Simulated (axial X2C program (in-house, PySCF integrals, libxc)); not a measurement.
# RuO⁻: properties at the nuclei

Aim: properties at the nuclei of RuO⁻, with spin–orbit coupling in the Hamiltonian from the start.

Computed with an in-house X2C program for linear molecules on PySCF integrals. Level: two-component X2C with atomic mean-field terms, Ru dyall-acv3z, O dyall-av3z.

All values are calculated.

## Step 1: Set-up

Input file task.json:

```json
{
 "zs": [
  44,
  8
 ],
 "q": -1,
 "bas": [
  "dyall-acv3z",
  "dyall-av3z"
 ],
 "r0": 1.71,
 "levels": [
  "PBE0",
  "HF",
  "r2SCAN",
  "TPSSh",
  "PBE50"
 ],
 "nst": 3
}
```

Keys: zs atomic numbers; q charge; bas basis sets; r0 starting distance in Å; levels methods (HF also brings MP2); nst determinants followed.

The run is started by

```sh
> python soeom.py task.json out
```

Further steps of the session: Expectation values, lowest determinant; Expectation values, a higher determinant; Expectation values, a higher determinant.

**Question.** What will these runs give? Wanted: lowest determinant; Eeff magnitude; Ws magnitude Ru; A∥/gI Ru; qzz Ru; higher determinant (for each run or level that gives them).

**Answer**, as computed:

| quantity | value |
| --- | --- |
| lowest determinant | Ω = 7/2 (excess of +ω over −ω: ω = -1/2, ω = 3/2, ω = 5/2) |
| Eeff magnitude (GV/cm), PBE0 | 2.57 |
| Ws magnitude Ru (kHz), PBE0 | 0.262 |
| A∥/gI Ru (MHz), PBE0 | 293 |
| qzz Ru (a.u.), PBE0 | 1.77 |
| higher determinant | Ω = 3/2 (excess of +ω over −ω: ω = 3/2) |
| Eeff magnitude (GV/cm), PBE0, higher determinant | 1.23 |
| Ws magnitude Ru (kHz), PBE0, higher determinant | 0.636 |
| A∥/gI Ru (MHz), PBE0, higher determinant | 1120 |
| qzz Ru (a.u.), PBE0, higher determinant | 5.53 |
| higher determinant | Ω = 9/2 (excess of +ω over −ω: ω = 1/2, ω = 3/2, ω = 5/2) |
| Eeff magnitude (GV/cm), PBE0, higher determinant | 2.99 |
| Ws magnitude Ru (kHz), PBE0, higher determinant | 0.178 |
| A∥/gI Ru (MHz), PBE0, higher determinant | 692 |
| qzz Ru (a.u.), PBE0, higher determinant | -1.18 |

In words: In the first state, the effective field runs from 0.852 to 8.07 GV/cm over the mean-field levels, so the levels don't agree on it. The expectation values come from single determinants, which for open shells can mix terms of unlike spin or miss the lowest Ω, so a determinant need not be a state. Eeff is the effective electric field on the electron dipole moment in this Ω state and Ws the scalar–pseudoscalar constant (defined with the proton number Z and per Ω); A∥ is the parallel hyperfine constant, which follows by multiplying with the nuclear g factor gI = μI/(I μN); qzz is the electric field gradient, eQq0 = 234.96 MHz × Q/barn × qzz. The operators were transformed with the bare-nucleus X2C matrices.
